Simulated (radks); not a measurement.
# Ta inside a hard spherical wall

What does compression do to the levels of Ta? A hard sphere of shrinking radius stands in for pressure; the configuration is held at [Xe] 4f14 5d3 6s2.

Method: scalar-relativistic Kohn-Sham, PBEsol, spin-unpolarised, spherical densities, point nucleus. Code: radks (a radial shooting solver on a logarithmic mesh, Libxc functionals) version 1.

## (1) The system

```
element       : tantalum (Z = 73)
charge        : 0
electrons     : 73
configuration : [Xe] 4f14 5d3 6s2
```

Outer shells as boxes (Hund's rule):

Ta
```
[Xe] core
4f [↑↓][↑↓][↑↓][↑↓][↑↓][↑↓][↑↓]
5d [↑ ][↑ ][↑ ][  ][  ]
6s [↑↓]
```

## (2) The free atom

Input:

```text
Z 73
configuration [Xe] 4f14 5d3 6s2 6p0 7s0 5f0
relativity scalar-relativistic
functional pbe_sol,pbe_sol
spin unpolarised
nucleus point
c 137.035999084
```

## (3) Wall at 20 bohr

Settings, as their differences from step 2:

```diff
@@ -6,2 +6,3 @@
 nucleus point
+wall 20 bohr
 c 137.035999084
```

## (4) Wall at 7 bohr

Settings, as their differences from step 3:

```diff
@@ -6,3 +6,3 @@
 nucleus point
-wall 20 bohr
+wall 7 bohr
 c 137.035999084
```

## (5) Wall at 5 bohr

Settings, as their differences from step 4:

```diff
@@ -6,3 +6,3 @@
 nucleus point
-wall 7 bohr
+wall 5 bohr
 c 137.035999084
```

## (6) Wall at 3.5 bohr

Settings, as their differences from step 5:

```diff
@@ -6,3 +6,3 @@
 nucleus point
-wall 5 bohr
+wall 3.5 bohr
 c 137.035999084
```

## (7) Wall at 2.5 bohr

Settings, as their differences from step 6:

```diff
@@ -6,3 +6,3 @@
 nucleus point
-wall 3.5 bohr
+wall 2.5 bohr
 c 137.035999084
```

## (8) Wall at 1.5 bohr

Settings, as their differences from step 7:

```diff
@@ -6,3 +6,3 @@
 nucleus point
-wall 2.5 bohr
+wall 1.5 bohr
 c 137.035999084
```

Before running it: what results should come out? Wanted: for each run, R; E − E(free); ε(5d); ε(6p, empty); ε(7s, empty); ε(5f, empty); pressure.

The runs gave:

```csv
R (bohr),E − E(free) (eV),ε(5d) (eV),"ε(6p, empty) (eV)","ε(7s, empty) (eV)","ε(5f, empty) (eV)",pressure (GPa)
free,0.000,-3.621,-1.364,-,-,0
20,0.000,-3.621,-1.363,-,-,< 0.0001
7,0.508,-2.980,-0.017,7.500,8.929,1.03
5,5.296,-0.220,5.235,24.566,17.602,21.9
3.5,35.886,8.672,25.659,77.450,37.845,354
2.5,177.40,32.940,88.187,213.82,81.000,4519
1.5,1700.9,188.67,466.22,922.56,285.03,181889
```

**Reading.** At the tightest wall, 1.5 bohr, the energy stands 1700.9 eV above the free atom and the pressure, −dE/dV, is 181889 GPa. Of the levels in the table that exist at both ends, 6p (empty) rises most from the free atom (467.58 eV). From R = 3.5 bohr inwards the highest occupied level lies above zero, pushed up by confinement. Shells are not refilled when levels cross, and a hard wall is a model, not a crystal.
